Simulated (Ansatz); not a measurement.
# H10O3Si4: the cost of one run

Computed with Ansatz 0.2.0 (DFT PBE, Gaussian basis def2-tzvp, unless a step's input says otherwise).

## (1) The system as given

Bond lengths (14 of 16 bonds, heavy atoms first): Si1–O3 1.641 Å, O3–Si4 1.656 Å, Si1–O8 1.636 Å, O8–Si9 1.658 Å, Si1–O13 1.635 Å, O13–Si14 1.656 Å, Si1–H2 1.480 Å, Si4–H5 1.495 Å, Si4–H6 1.492 Å, Si4–H7 1.495 Å, Si9–H10 1.495 Å, Si9–H11 1.495 Å, Si9–H12 1.492 Å, Si14–H15 1.495 Å. Angles (14 of 27 angles, heavy atoms first): O3–Si1–O8 108.4°, O3–Si1–O13 110.7°, O8–Si1–O13 110.1°, Si1–O3–Si4 144.7°, Si1–O8–Si9 143.2°, Si1–O13–Si14 146.6°, H2–Si1–O3 110.2°, H2–Si1–O8 109.7°, H2–Si1–O13 107.8°, O3–Si4–H5 110.3°, O3–Si4–H6 107.6°, O3–Si4–H7 110.3°, O8–Si9–H10 110.5°, O8–Si9–H11 110.4°.

As a file:

```xyz
17

Si    0.0034    0.0914   -0.0761
H     0.6705    1.0620    0.8201
O     1.1098   -0.6397   -1.0421
Si    2.4737   -1.5794   -1.0662
H     2.1798   -2.9323   -0.5027
H     2.9069   -1.7093   -2.4877
H     3.5607   -0.9374   -0.2649
O    -1.0766    0.8707   -1.0266
Si   -1.2206    2.0600   -2.1723
H    -0.6425    3.3438   -1.6703
H    -0.5162    1.6605   -3.4289
H    -2.6755    2.2378   -2.4495
O    -0.7621   -1.0094    0.8603
Si   -1.9104   -1.2751    2.0236
H    -1.9823   -0.1158    2.9643
H    -3.2446   -1.4730    1.3796
H    -1.5293   -2.5092    2.7706
```

## (2) Relaxing the atoms: H10O3Si4

Contents of input.yaml:

```yaml
relax:
  f_tol: 0.001
  max_steps: 200
crystal:
  periodic: [false, false, false]
  atoms:
    - { symbol: Si, position_ang: [0.00341, 0.09138, -0.07608] }
    - { symbol: H, position_ang: [0.67049, 1.06204, 0.82014] }
    - { symbol: O, position_ang: [1.10982, -0.63972, -1.04211] }
    - { symbol: Si, position_ang: [2.47365, -1.57944, -1.06625] }
    - { symbol: H, position_ang: [2.17981, -2.93231, -0.50265] }
    - { symbol: H, position_ang: [2.90693, -1.70932, -2.4877] }
    - { symbol: H, position_ang: [3.56069, -0.93743, -0.26487] }
    - { symbol: O, position_ang: [-1.0766, 0.8707, -1.0266] }
    - { symbol: Si, position_ang: [-1.22056, 2.06001, -2.17225] }
    - { symbol: H, position_ang: [-0.64252, 3.34379, -1.67033] }
    - { symbol: H, position_ang: [-0.51621, 1.66049, -3.42887] }
    - { symbol: H, position_ang: [-2.67549, 2.23781, -2.44952] }
    - { symbol: O, position_ang: [-0.76211, -1.00944, 0.86027] }
    - { symbol: Si, position_ang: [-1.91036, -1.27505, 2.02359] }
    - { symbol: H, position_ang: [-1.98226, -0.11575, 2.96431] }
    - { symbol: H, position_ang: [-3.24461, -1.47298, 1.37958] }
    - { symbol: H, position_ang: [-1.52932, -2.50917, 2.77057] }
basis:
  gaussian: { orbitals: def2-tzvp }
hamiltonian:
  xc: pbe
```

On the command line:

```
$ ansatz run input.yaml --threads 8 --pin off --max-ram 8192MiB --backend cpu --events-out ev --progress --plain --runs-dir out
```

**Question.** How long does this run take on 8 threads of Arm Neoverse N1, shared host, and how much memory does it need?

About 2.7 min, with a peak of 0.57 GiB.
